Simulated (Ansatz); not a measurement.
**SnIF₃: basis-set convergence**

An exercise on one series of results from a longer session: the logs are not shown, and one member is left open.

Computed with Ansatz 0.2.0, Gaussian basis. Level: one geometry, several basis sets.

Levels to be run: PBE0-D4/def2-SVP; ωB97M-V/def2-SVP; PBE0-D4/def2-QZVPP; ωB97M-V/def2-QZVPP; the functionals' def2-TZVPP values are taken from earlier runs.

**The relaxed structure**

The geometry comes from an earlier relaxation with PBE0-D4 in a triple-zeta def2 set; it is a stationary point. Sn, I take the def2 core potential; no spin-orbit term is included.

SMILES `[F][Sn]([F])([F])[I]`, 5 atoms, charge 0, spin multiplicity 1.

Atoms are counted from 1 here; the program's logs count them from 0.

Bond lengths: F1–Sn2 1.888 Å, Sn2–F3 1.888 Å, Sn2–F4 1.888 Å, Sn2–I5 2.606 Å. Angles: F1–Sn2–F3 105.6°, F1–Sn2–F4 105.6°, F1–Sn2–I5 113.1°, F3–Sn2–F4 105.6°, F3–Sn2–I5 113.1°, F4–Sn2–I5 113.1°.

The first run:

in.yaml

```yaml
crystal:
  periodic: [false, false, false]
  atoms:
    - {symbol: F, position_ang: [-0.839576, -0.546953, 1.628229]}
    - {symbol: Sn, position_ang: [0.015804, -0.088915, 0.008563]}
    - {symbol: F, position_ang: [1.802238, -0.670526, 0.196058]}
    - {symbol: F, position_ang: [-0.747943, -1.211174, -1.303686]}
    - {symbol: I, position_ang: [-0.180622, 2.443969, -0.570564]}
basis:
  gaussian: {orbitals: def2-SVP}
hamiltonian: {xc: pbe0, dispersion: d4}
output: {orbitals: {seedname: orbitals}}
```

On the command line:

```
ansatz run in.yaml --threads 4 --pin off --events-out ev --progress --plain --max-ram 10444MiB
```

Steps of the session up to this table: PBE0-D4 in def2-SVP; ωB97M-V in def2-SVP; PBE0-D4 in def2-QZVPP; ωB97M-V in def2-QZVPP.

One of the session's tables, all rows but one given; the rest of the session is left out.

It belongs to the step «Density functionals: the series». 

```
functional       basis  HOMO (eV)  LUMO (eV)
   PBE0-D4    def2-SVP          ?          ?
   PBE0-D4  def2-TZVPP      -9.10      -3.49
   PBE0-D4  def2-QZVPP      -9.10      -3.49
   ωB97M-V    def2-SVP     -11.16      -1.33
   ωB97M-V  def2-TZVPP     -11.25      -1.46
   ωB97M-V  def2-QZVPP     -11.26      -1.51
```

Q: Estimate the row for PBE0-D4, def2-SVP from the others.

The run gave: HOMO (eV): -9.03; LUMO (eV): -3.42. In the column «HOMO (eV)» it is the highest.
